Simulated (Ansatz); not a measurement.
Geometry optimisation, DFT LDA, scalar-relativistic, plane waves, PAW in Ansatz.

input.yaml

```yaml
crystal:
  lattice:
    - [5.048742, 0.0, 0.0]
    - [2.524371, 4.372339, 0.0]
    - [0.0, 0.0, 16.776426]
  atoms:
    - { symbol: H, position: [0.1666667, 0.1666667, 0.0596075] }
    - { symbol: H, position: [0.6666667, 0.1666667, 0.0596075] }
    - { symbol: H, position: [0.1666667, 0.6666667, 0.0596075] }
    - { symbol: H, position: [0.6666667, 0.6666667, 0.0596075] }
    - { symbol: C, position: [0.1666667, 0.1666667, 0.1251757] }
    - { symbol: C, position: [0.6666667, 0.1666667, 0.1251757] }
    - { symbol: C, position: [0.1666667, 0.6666667, 0.1251757] }
    - { symbol: C, position: [0.6666667, 0.6666667, 0.1251757] }
    - { symbol: C, position: [-0.1666667, 0.3333333, 0.1558905] }
    - { symbol: C, position: [0.3333333, 0.3333333, 0.1558905] }
    - { symbol: C, position: [-0.1666667, 0.8333333, 0.1558905] }
    - { symbol: C, position: [0.3333333, 0.8333333, 0.1558905] }
    - { symbol: C, position: [-0.1666667, 0.3333333, 0.248035] }
    - { symbol: C, position: [0.3333333, 0.3333333, 0.248035] }
    - { symbol: C, position: [-0.1666667, 0.8333333, 0.248035] }
    - { symbol: C, position: [0.3333333, 0.8333333, 0.248035] }
    - { symbol: C, position: [0.0, 0.0, 0.2787498] }
    - { symbol: C, position: [0.5, 0.0, 0.2787498] }
    - { symbol: C, position: [0.0, 0.5, 0.2787498] }
    - { symbol: C, position: [0.5, 0.5, 0.2787498] }
    - { symbol: H, position: [0.5, 0.0, 0.344318] }
    - { symbol: H, position: [0.0, 0.5, 0.344318] }
    - { symbol: H, position: [0.5, 0.5, 0.344318] }
    - { symbol: Cl, position: [0.6615676, 0.6891021, 0.3526631] }
basis:
  ecutwfc: 420.0
kpoints:
  mp_grid: { grid: [3, 3, 1] }
hamiltonian:
  xc: lda
  pseudopotentials: { kind: paw, azcp: { folder: soft_1 } }
scf:
  occupations: { method: gaussian, width: 0.02 }
  lower_state_search: "off"
relax:
  f_tol: 0.03
  max_steps: 60
  adjacent_minimum: "off"
  constraints: [{ sites: [0, 1, 2, 3, 4, 5, 6, 7, 8, 9, 10, 11] }]
```

Command:

```bash
$ ansatz run input.yaml --threads 1 --pin off --max-ram 3072MiB --backend cpu --events-out ev --progress --plain --runs-dir out
```

Where does it end, and by what steps?

The forces met the threshold. Limits of this set-up: thin slab, slab without dipole correction, open-shell adsorbate without spin, PAW files made for another functional. After 26 steps the energy has fallen by 15.517 eV; Cl24 moved furthest, 2.89 Å. The start is strongly strained (largest force component 17 eV/Å), so its close contacts needn't be bonds. Parted: C18–Cl24 (1.84 → 3.11 Å), C19–Cl24 (1.93 → 3.11 Å), C20–Cl24 (1.97 → 3.11 Å), H21–Cl24 (1.37 → 2.62 Å), H22–Cl24 (1.49 → 2.62 Å). Joined: C17–Cl24 (3.10 → 1.82 Å).

```csv
step,energy less start (eV),largest force component (eV/Å),accepted
0,0.0000,17.453,yes
1,-4.6657,12.955,yes
2,-7.5433,9.519,yes
3,-9.4184,6.809,yes
4,-10.6737,4.645,yes
5,-11.4912,3.466,yes
6,-12.0336,2.461,yes
7,-12.3627,0.966,yes
8,-12.4821,0.515,yes
9,-12.4986,0.395,yes
10,-12.5233,0.170,yes
11,-12.5548,0.178,yes
12,-12.6057,0.275,yes
13,-12.6808,0.387,yes
14,-12.7890,0.514,yes
15,-12.9313,0.651,yes
16,-13.1129,0.793,yes
17,-13.3398,0.930,yes
18,-13.6144,1.043,yes
19,-13.9400,1.247,yes
20,-14.2937,1.566,yes
21,-14.6459,1.815,yes
22,-15.1015,1.629,yes
23,-15.4397,0.546,yes
24,-15.4934,0.587,yes
25,-15.5167,0.068,yes
26,-15.5171,0.008,yes
```

```xyz
24
Lattice="5.0487 0.0000 0.0000 2.5244 4.3723 0.0000 0.0000 0.0000 16.7764" Properties=species:S:1:pos:R:3
H 1.262 0.729 1.000
H 3.787 0.729 1.000
H 2.524 2.915 1.000
H 5.049 2.915 1.000
C 1.262 0.729 2.100
C 3.787 0.729 2.100
C 2.524 2.915 2.100
C 5.049 2.915 2.100
C 0.000 1.457 2.615
C 2.524 1.457 2.615
C 1.262 3.644 2.615
C 3.787 3.644 2.615
C 0.000 1.464 4.152
C 2.524 1.457 4.144
C 1.257 3.641 4.152
C 3.792 3.641 4.152
C 0.000 0.000 4.624
C 2.525 0.002 4.628
C 1.264 2.185 4.628
C 3.785 2.185 4.628
H 2.525 -0.001 5.735
H 1.261 2.187 5.735
H 3.788 2.187 5.735
Cl 7.573 4.372 6.445
```

The run took 3.5 min on 1 thread of Intel(R) Xeon(R) Platinum 8259CL CPU @ 2.50GHz (Skylake/Cascade Lake) (shared host), peak memory 0.56 GiB.
